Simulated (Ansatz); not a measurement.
# C₃H₇FGeO: basis-set convergence

How large a basis does C₃H₇FGeO need? Two functionals are run in growing sets.

Program: Ansatz 0.2.0, Gaussian basis. Level of theory: one geometry, several basis sets. These are calculated values, not measurements.

The runs, in order: PBE0-D4/def2-SVP; ωB97M-V/def2-SVP; PBE0-D4/def2-QZVPP; ωB97M-V/def2-QZVPP; the functionals' def2-TZVPP values are taken from earlier runs.

## (1) The relaxed structure

All runs share one geometry, relaxed beforehand with PBE0-D4 in a triple-zeta def2 set.

SMILES `CC(C)[O][Ge][F]`, 13 atoms, charge 0, spin multiplicity 1.

Atoms are counted from 1 here; the program's logs count them from 0.

Bond lengths: C1–C2 1.515 Å, C1–H7 1.093 Å, C1–H8 1.093 Å, C1–H9 1.092 Å, C2–C3 1.515 Å, C2–O4 1.422 Å, C2–H10 1.103 Å, C3–H11 1.093 Å, C3–H12 1.093 Å, C3–H13 1.092 Å, O4–Ge5 1.773 Å, Ge5–F6 1.751 Å. Angles: C2–C1–H7 110.0°, C2–C1–H8 110.7°, C2–C1–H9 110.8°, H7–C1–H8 108.6°, H7–C1–H9 108.2°, H8–C1–H9 108.4°, C1–C2–C3 112.4°, C1–C2–O4 108.7°, C1–C2–H10 108.5°, C3–C2–O4 108.7°, C3–C2–H10 108.5°, O4–C2–H10 110.0°, C2–C3–H11 110.7°, C2–C3–H12 110.0°, C2–C3–H13 110.8°, H11–C3–H12 108.6°, H11–C3–H13 108.4°, H12–C3–H13 108.2° and more.

## (2) PBE0-D4 in def2-SVP

Contents of in.yaml:

```yaml
crystal:
  periodic: [false, false, false]
  atoms:
    - {symbol: C, position_ang: [-0.831899, -1.039698, 0.701890]}
    - {symbol: C, position_ang: [0.224299, -0.059813, 0.234668]}
    - {symbol: C, position_ang: [1.004882, -0.576681, -0.956010]}
    - {symbol: O, position_ang: [-0.413562, 1.157102, -0.131778]}
    - {symbol: Ge, position_ang: [-0.039965, 2.684172, 0.687712]}
    - {symbol: F, position_ang: [-1.145550, 3.656992, -0.259880]}
    - {symbol: H, position_ang: [-1.554630, -1.218424, -0.097659]}
    - {symbol: H, position_ang: [-0.378228, -1.993278, 0.982196]}
    - {symbol: H, position_ang: [-1.370452, -0.646108, 1.566338]}
    - {symbol: H, position_ang: [0.928393, 0.119368, 1.064767]}
    - {symbol: H, position_ang: [1.499827, -1.520174, -0.714083]}
    - {symbol: H, position_ang: [0.331463, -0.741975, -1.800254]}
    - {symbol: H, position_ang: [1.765924, 0.143619, -1.263109]}
basis:
  gaussian: {orbitals: def2-SVP}
hamiltonian: {xc: pbe0, dispersion: d4}
output: {orbitals: {seedname: orbitals}}
```

Launch:

```console
ansatz run in.yaml --threads 8 --pin off --events-out ev --progress --plain --max-ram 18278MiB
```

The runs that follow: ωB97M-V in def2-SVP; PBE0-D4 in def2-QZVPP; ωB97M-V in def2-QZVPP.

Before running them: what should the planned runs give, taken together? Wanted: PBE0-D4: double and triple zeta above quadruple; ωB97M-V: double and triple zeta above quadruple.

**Answer**, as computed:

| quantity | value |
| --- | --- |
| PBE0-D4: double and triple zeta above quadruple | 18.28, 1.70 eV |
| ωB97M-V: double and triple zeta above quadruple | 18.55, 1.65 eV |

In words: For PBE0-D4 the step from double to triple zeta gains 16.58 eV and the next only 1.70 eV. Total energies overstate the basis error of differences, where much of it tends to cancel.
